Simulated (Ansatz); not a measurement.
Born–Oppenheimer molecular dynamics of a periodic cell of 24 atoms, Ba2Sr2La2Cu5O13 (host Ba2Sr2La2Cu6O13, host structure Fmm2, one Cu atom removed), cell charge -1. It starts from an unrelaxed structure (largest force component 1.49 eV/Å).

Theory: Ansatz 0.2.0, DFT LDA, scalar-relativistic, plane waves, PAW. Settings: accuracy low, cutoff 420 eV, k mesh 2x2x2, fermi-dirac smearing 0.05 eV, no spin polarisation.

```
ensemble        : NVT, Langevin thermostat
time step       : 1 fs
steps asked     : 90
set temperature : 500 K
friction        : 0.01 /fs
seed            : 621603
```

First frame:

```xyz
24
Lattice="0.0000 3.9707 11.8501 3.8841 0.0000 11.8501 3.8841 3.9707 0.0000" Properties=species:S:1:pos:R:3
Ba 1.889 3.971 8.120
Ba 5.880 3.971 8.120
Sr 1.972 3.971 15.479
Sr 5.796 3.971 15.479
La 5.827 3.971 11.883
La 1.941 3.971 11.883
Cu 3.884 1.996 10.112
Cu 3.884 5.945 10.112
Cu 3.884 1.974 13.698
Cu 3.884 5.967 13.698
Cu 3.884 5.875 17.711
O 3.884 2.150 7.675
O 3.884 5.792 7.675
O 3.884 1.738 15.922
O 3.884 6.204 15.922
O 1.942 1.985 10.321
O 5.826 5.956 22.171
O 3.884 3.971 22.128
O 3.884 3.971 10.329
O 5.826 5.956 13.482
O 1.942 1.985 1.632
O 3.884 3.971 1.607
O 3.884 3.971 13.568
O 3.884 3.971 17.587
```

**Question.** What does the run give?

**Answer.** All steps were run.

```
steps done                                               : 90
time covered                                             : 90 fs
mean temperature over the second half                    : 568 K
spread of the potential energy over the second half      : 5.4 meV per atom
mean potential energy of the second half above the start : 12.7 meV per atom
```

The mean temperature of the second half is 14 % above the set value. A run of 0.09 ps of so small a system gives no equilibrium averages. Limits of this set-up: coarse k mesh, low accuracy level, charged cell in a uniform background, uncorrected.

**Question.** What happens to the structure?

**Answer.** Mean squared displacements from the first frame to the last, about the centre of mass: Ba 0.06 Å², Sr 0.03 Å², La 0.01 Å², Cu 0.02 Å², O 0.12 Å². This is one draw of velocities; another would differ in detail.

**Question.** How do temperature and energy run in time?

**Answer.** 
| time (fs) | T (K) | potential energy less start (eV) |
| --- | --- | --- |
| 0.0 | 479 | 0.000 |
| 7.0 | 449 | 0.038 |
| 14.0 | 433 | 0.144 |
| 21.0 | 413 | 0.204 |
| 28.0 | 406 | 0.182 |
| 35.0 | 413 | 0.167 |
| 42.0 | 392 | 0.324 |
| 49.0 | 458 | 0.354 |
| 56.0 | 586 | 0.172 |
| 63.0 | 670 | 0.085 |
| 70.0 | 666 | 0.297 |
| 77.0 | 561 | 0.447 |
| 84.0 | 509 | 0.431 |

Run time: 11 min on 2 threads of Intel(R) Xeon(R) 6975P-C (Granite Rapids) (shared host), peak memory 1.4 GiB.
